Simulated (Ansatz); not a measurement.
**C6H7B: one species, many methods**

One table from this session's results is given with a row withheld; the runs are named, their logs left out.

Method: functionals in def2-TZVPP, the program's frozen cores in correlated methods; program: Ansatz 0.2.0, Gaussian basis.

The runs, in order: LDA (SPW92), PBE-D4, revPBE-D4, BLYP-D4, r2SCAN-D4, B97M-V, PBE0-D4, B3LYP-D4, r2SCANh-D4, r2SCAN0-D4, HSE06-D4, BHLYP-D4, CAM-B3LYP-D4, LC-ωPBE, ωB97X-V, ωB97M-V, B2PLYP, PBE-QIDH; CCSD(T)/def2-SVP; CCSD(T)/def2-TZVPP; MP2/def2-QZVPP; extrapolation to the limit; RPA on PBE.

**The geometry**

All runs share one geometry, relaxed beforehand with PBE0-D4 in a triple-zeta def2 set.

SMILES `Bc1ccccc1`, 14 atoms, charge 0, spin multiplicity 1.

Atoms are counted from 1 here; the program's logs count them from 0.

Bond lengths: B1–C2 1.532 Å, B1–H8 1.198 Å, B1–H9 1.198 Å, C2–C3 1.403 Å, C2–C7 1.403 Å, C3–C4 1.384 Å, C3–H10 1.085 Å, C4–C5 1.389 Å, C4–H11 1.084 Å, C5–C6 1.389 Å, C5–H12 1.085 Å, C6–C7 1.384 Å, C6–H13 1.084 Å, C7–H14 1.085 Å. Angles: C2–B1–H8 120.3°, C2–B1–H9 120.3°, H8–B1–H9 119.5°, B1–C2–C3 121.1°, B1–C2–C7 121.1°, C3–C2–C7 117.8°, C2–C3–C4 121.3°, C2–C3–H10 118.8°, C4–C3–H10 119.9°, C3–C4–C5 119.6°, C3–C4–H11 120.4°, C5–C4–H11 120.0°, C4–C5–C6 120.4°, C4–C5–H12 119.8°, C6–C5–H12 119.8°, C5–C6–C7 119.6°, C5–C6–H13 120.0°, C7–C6–H13 120.4° and more.

The first run:

in.yaml

```yaml
crystal:
  periodic: [false, false, false]
  atoms:
    - {symbol: B, position_ang: [-0.426947, -1.863247, 1.463884]}
    - {symbol: C, position_ang: [-0.155809, -0.677614, 0.532641]}
    - {symbol: C, position_ang: [-0.017492, -0.859808, -0.851922]}
    - {symbol: C, position_ang: [0.227653, 0.208442, -1.696292]}
    - {symbol: C, position_ang: [0.340393, 1.488559, -1.168743]}
    - {symbol: C, position_ang: [0.208401, 1.700513, 0.197771]}
    - {symbol: C, position_ang: [-0.036996, 0.627119, 1.035522]}
    - {symbol: H, position_ang: [-0.524325, -2.970929, 1.018464]}
    - {symbol: H, position_ang: [-0.543189, -1.690305, 2.643470]}
    - {symbol: H, position_ang: [-0.106082, -1.861436, -1.259545]}
    - {symbol: H, position_ang: [0.331810, 0.051133, -2.763784]}
    - {symbol: H, position_ang: [0.532793, 2.327998, -1.828100]}
    - {symbol: H, position_ang: [0.297781, 2.702442, 0.601849]}
    - {symbol: H, position_ang: [-0.140989, 0.788031, 2.103488]}
basis:
  gaussian: {orbitals: def2-TZVPP}
hamiltonian: {xc: lda}
output: {orbitals: {seedname: orbitals}}
```

Command:

```bash
$ ansatz run in.yaml --threads 4 --pin off --events-out ev --progress --plain --max-ram 11315MiB
```

Steps of the session up to this table: LDA; PBE-D4 (GGA); revPBE-D4 (GGA); BLYP-D4 (GGA); r2SCAN-D4 (meta-GGA); B97M-V (meta-GGA); B3LYP-D4 (hybrid); r2SCANh-D4 (hybrid); r2SCAN0-D4 (hybrid); HSE06-D4 (hybrid); BHLYP-D4 (hybrid); CAM-B3LYP-D4 (range-separated); LC-ωPBE (range-separated); ωB97X-V (range-separated); ωB97M-V (range-separated); B2PLYP (double hybrid); PBE-QIDH (double hybrid).

One of the session's tables, all rows but one given; the rest of the session is left out.

It belongs to the step «Orbital energies across the functionals». 

| functional | HOMO (eV) | LUMO (eV) | gap (eV) |
| --- | --- | --- | --- |
| LDA (SPW92) | -6.86 | -3.17 | 3.69 |
| PBE-D4 | -6.63 | -2.90 | 3.74 |
| revPBE-D4 | -6.55 | -2.79 | 3.76 |
| BLYP-D4 | -6.43 | -2.71 | 3.72 |
| r2SCAN-D4 | -6.78 | -2.67 | 4.11 |
| B97M-V | -6.74 | -2.66 | 4.08 |
| PBE0-D4 | -7.57 | -2.01 | 5.56 |
| B3LYP-D4 | -7.35 | -2.18 | 5.17 |
| r2SCANh-D4 | -7.14 | -2.35 | 4.79 |
| r2SCAN0-D4 | -7.68 | -1.88 | 5.80 |
| HSE06-D4 | -7.18 | -2.38 | 4.79 |
| BHLYP-D4 | -8.30 | -0.99 | 7.32 |
| CAM-B3LYP-D4 | -8.76 | -0.95 | 7.81 |
| LC-ωPBE | -10.05 | 0.08 | 10.13 |
| ωB97X-V | -9.70 | 0.05 | 9.75 |
| ωB97M-V | ? | ? | ? |

**Question.** Estimate the row for ωB97M-V.

The run gave: HOMO (eV): -9.64; LUMO (eV): -0.10; gap (eV): 9.55. In the column «HOMO (eV)» it lies between ωB97X-V (-9.70) and CAM-B3LYP-D4 (-8.76).
